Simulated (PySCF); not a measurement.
# BH2O2F (SMILES OB(O)F): B3LYP/cc-pVTZ

What is the vertical singlet–triplet gap of BH2O2F at B3LYP/cc-pVTZ? The job is set up through a Python script.

Program for the calculation: PySCF 2.14.0.

## Step 1: Starting point

The species is BH2O2F (6 atoms), meant as a singlet with charge 0. As SMILES, `OB(O)F`. The coordinates come from a PBE0-D4/def2-TZVP relaxation. This is one conformer, not always the lowest.

Bond lengths: O1–B2 1.360 Å, B2–O3 1.352 Å, B2–F4 1.333 Å, O1–H5 0.960 Å, O3–H6 0.960 Å. Angles: O1–B2–O3 121.6°, O1–B2–F4 120.5°, O3–B2–F4 117.9°, B2–O1–H5 113.1°, B2–O3–H6 112.5°.

## Step 2: A single-point energy at B3LYP/cc-pVTZ

File mol.xyz:

```xyz
6

O     -0.477500     0.971000    -0.208400
B     -0.023800    -0.307500    -0.106500
O      0.989400    -0.635200     0.726100
F     -0.573100    -1.280600    -0.833200
H     -1.198900     1.066100    -0.834300
H      1.326000     0.122200     1.210000
```

File job.py:

```python
from pyscf import gto, dft

system = gto.M(
    atom='mol.xyz',
    basis='cc-pvtz',
    verbose=3,
    charge=0,
    max_memory=1860,
    spin=0,
)

mf = dft.RKS(system, xc='b3lyp')
mf.grids.level = 4
mf.conv_tol = 1e-10
mf.kernel()
if not mf.converged:
    mf = mf.newton().run(mf.mo_coeff, mf.mo_occ)

e_tot = mf.e_tot
print('E = %.10f Eh' % e_tot)
```

Launch:

```
$ OMP_NUM_THREADS=1 python job.py
```

Log:

```text
converged SCF energy = -276.636701221368
E = -276.6367012214 Eh
```

It took 23 s on 1 thread of Arm Neoverse V1, shared host; peak memory 0.97 GiB.

## Step 3: The triplet, same level

File calc.py:

```python
from pyscf import gto, dft

molecule = gto.M(
    atom='''
O     -0.477500     0.971000    -0.208400
B     -0.023800    -0.307500    -0.106500
O      0.989400    -0.635200     0.726100
F     -0.573100    -1.280600    -0.833200
H     -1.198900     1.066100    -0.834300
H      1.326000     0.122200     1.210000
''',
    verbose=3,
    basis='cc-pvtz',
    max_memory=1860,
    spin=2,
)

mf = dft.UKS(molecule, xc='b3lyp')
mf.conv_tol = 1e-10
mf.grids.level = 4
mf.kernel()
if not mf.converged:
    mf = mf.newton().run(mf.mo_coeff, mf.mo_occ)

energy = mf.e_tot
print('Final energy', energy)
```

Launch:

```
$ OMP_NUM_THREADS=1 python calc.py
```

Log:

```text
WARN: HOMO -0.0208393705143628 >= LUMO -0.447530708355659

WARN: HOMO -0.0649361354458762 >= LUMO -0.278159762582632

WARN: HOMO -0.0706960597072612 >= LUMO -0.324546556521991

WARN: HOMO -0.0711835787780188 >= LUMO -0.330899101670171

WARN: HOMO -0.0708736870213276 >= LUMO -0.334622302268246

WARN: HOMO -0.0698921158778418 >= LUMO -0.327486312543616

WARN: HOMO -0.0705718404633622 >= LUMO -0.327638384182126

WARN: HOMO -0.0706170431908042 >= LUMO -0.327611979104498

WARN: HOMO -0.070572059322739 >= LUMO -0.327489433384523

WARN: HOMO -0.070566528411538 >= LUMO -0.327483329365766

WARN: HOMO -0.0705685126268776 >= LUMO -0.327491336390494

WARN: HOMO -0.0705687841423064 >= LUMO -0.327492200877083

WARN: HOMO -0.0705676215106159 >= LUMO -0.327488683894622

WARN: HOMO -0.0705680207249664 >= LUMO -0.327491773862901

WARN: HOMO -0.070567512651639 >= LUMO -0.327491067279317

WARN: HOMO -0.0705668694625299 >= LUMO -0.327490922006172

WARN: HOMO -0.0705664500434064 >= LUMO -0.327490036730044

WARN: HOMO -0.0705665322930003 >= LUMO -0.327490085636452

converged SCF energy = -276.327367129434  <S^2> = 2.0157711  2S+1 = 3.0104957
Final energy -276.3273671294344
```

Wall time 65 s (1 thread of Arm Neoverse V1, shared host); peak memory 0.99 GiB.

## Step 4: Results

At B3LYP/cc-pVTZ:

| quantity | value |
| --- | --- |
| singlet: total energy | -276.63670 Eh |
| singlet: dipole moment | 1.88 D |
| singlet: HOMO energy | -9.36 eV |
| singlet: LUMO energy | 0.46 eV |
| singlet: HOMO–LUMO gap | 9.82 eV |
| triplet: total energy | -276.32737 Eh |
| triplet: dipole moment | 0.38 D |
| triplet: HOMO energy (highest over α and β) | -1.92 eV |
| triplet: ⟨S²⟩ | 2.016 |
| vertical energy of the triplet above the singlet | 8.417 eV |

What this shows: At this shape the triplet lies 8.42 eV (194 kcal/mol) above the singlet. Mulliken charges (singlet) run from -0.27 on O1 to +0.31 on B2; they depend strongly on the basis. Mulliken charges (triplet) run from -0.19 on H6 to +0.18 on B2.
